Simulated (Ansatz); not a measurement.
**Si3H5Cl: up Jacob's ladder to CCSD(T)**

The task here is to estimate one member of a computed series from the others.

Method: functionals in def2-TZVPP, the program's frozen cores in correlated methods; program: Ansatz 0.2.0, Gaussian basis.

The runs, in order: LDA (SPW92), PBE-D4, revPBE-D4, BLYP-D4, r2SCAN-D4, B97M-V, PBE0-D4, B3LYP-D4, r2SCANh-D4, r2SCAN0-D4, HSE06-D4, BHLYP-D4, CAM-B3LYP-D4, LC-ωPBE, ωB97X-V, ωB97M-V, B2PLYP, PBE-QIDH; CCSD(T)/def2-SVP; CCSD(T)/def2-TZVPP; MP2/def2-QZVPP; extrapolation to the limit; RPA on PBE.

### The relaxed structure

The geometry comes from an earlier relaxation with PBE0-D4 in a triple-zeta def2 set; it is a stationary point, not always the lowest conformer.

SMILES `Cl[SiH]1[SiH2][SiH2]1`, 9 atoms, charge 0, spin multiplicity 1.

Atoms are counted from 1 here; the program's logs count them from 0.

Bond lengths: Cl1–Si2 2.055 Å, Si2–Si3 2.321 Å, Si2–Si4 2.321 Å, Si2–H5 1.483 Å, Si3–Si4 2.351 Å, Si3–H6 1.484 Å, Si3–H7 1.485 Å, Si4–H8 1.484 Å, Si4–H9 1.485 Å. Angles: Cl1–Si2–Si3 122.6°, Cl1–Si2–Si4 122.6°, Cl1–Si2–H5 110.5°, Si3–Si2–Si4 60.8°, Si3–Si2–H5 116.2°, Si4–Si2–H5 116.3°, Si2–Si3–Si4 59.6°, Si2–Si3–H6 117.9°, Si2–Si3–H7 120.1°, Si4–Si3–H6 113.4°, Si4–Si3–H7 122.9°, H6–Si3–H7 113.0°, Si2–Si4–Si3 59.6°, Si2–Si4–H8 117.9°, Si2–Si4–H9 120.2°, Si3–Si4–H8 113.4°, Si3–Si4–H9 122.9°, H8–Si4–H9 113.0°.

Set-up of the first run:

in.yaml

```yaml
crystal:
  periodic: [false, false, false]
  atoms:
    - {symbol: Cl, position_ang: [-2.178889, 1.213781, -1.666369]}
    - {symbol: Si, position_ang: [-0.478103, 0.161590, -1.192449]}
    - {symbol: Si, position_ang: [0.981548, 0.833171, 0.482628]}
    - {symbol: Si, position_ang: [-0.298150, -1.122707, 0.732347]}
    - {symbol: H, position_ang: [0.142817, -0.399196, -2.417296]}
    - {symbol: H, position_ang: [0.552777, 1.937007, 1.377300]}
    - {symbol: H, position_ang: [2.446922, 0.813876, 0.245312]}
    - {symbol: H, position_ang: [-1.369741, -0.999013, 1.751828]}
    - {symbol: H, position_ang: [0.289320, -2.484707, 0.669498]}
basis:
  gaussian: {orbitals: def2-TZVPP}
hamiltonian: {xc: lda}
output: {orbitals: {seedname: orbitals}}
```

Started as:

```bash
ansatz run in.yaml --threads 2 --pin off --events-out ev --progress --plain --max-ram 4352MiB
```

Among the steps run: LDA; PBE-D4 (GGA); revPBE-D4 (GGA); BLYP-D4 (GGA); r2SCAN-D4 (meta-GGA); B97M-V (meta-GGA); B3LYP-D4 (hybrid); r2SCANh-D4 (hybrid); r2SCAN0-D4 (hybrid); HSE06-D4 (hybrid); BHLYP-D4 (hybrid); CAM-B3LYP-D4 (range-separated); LC-ωPBE (range-separated); ωB97X-V (range-separated); ωB97M-V (range-separated); B2PLYP (double hybrid); PBE-QIDH (double hybrid).

One of the session's tables, all rows but one given; the rest of the session is left out.

It belongs to the step «Orbital energies across the functionals». 

| functional | HOMO (eV) | LUMO (eV) | gap (eV) |
| --- | --- | --- | --- |
| LDA (SPW92) | -6.05 | -2.68 | 3.37 |
| PBE-D4 | -5.95 | -2.52 | 3.43 |
| revPBE-D4 | -5.91 | -2.45 | 3.46 |
| BLYP-D4 | -5.79 | -2.26 | 3.53 |
| r2SCAN-D4 | -6.17 | -2.36 | 3.80 |
| B97M-V | ? | ? | ? |
| PBE0-D4 | -6.96 | -1.69 | 5.27 |
| B3LYP-D4 | -6.75 | -1.76 | 4.99 |
| r2SCANh-D4 | -6.53 | -2.07 | 4.47 |
| r2SCAN0-D4 | -7.09 | -1.62 | 5.47 |
| HSE06-D4 | -6.57 | -2.07 | 4.50 |
| BHLYP-D4 | -7.83 | -0.61 | 7.22 |
| CAM-B3LYP-D4 | -8.13 | -0.47 | 7.66 |
| LC-ωPBE | -9.40 | 0.51 | 9.91 |
| ωB97X-V | -9.09 | 0.44 | 9.53 |
| ωB97M-V | -8.87 | 0.22 | 9.09 |

**Question.** Estimate the row for B97M-V.

As computed: HOMO (eV): -6.25; LUMO (eV): -2.45; gap (eV): 3.80. In the column «HOMO (eV)» it lies between r2SCANh-D4 (-6.53) and r2SCAN-D4 (-6.17).
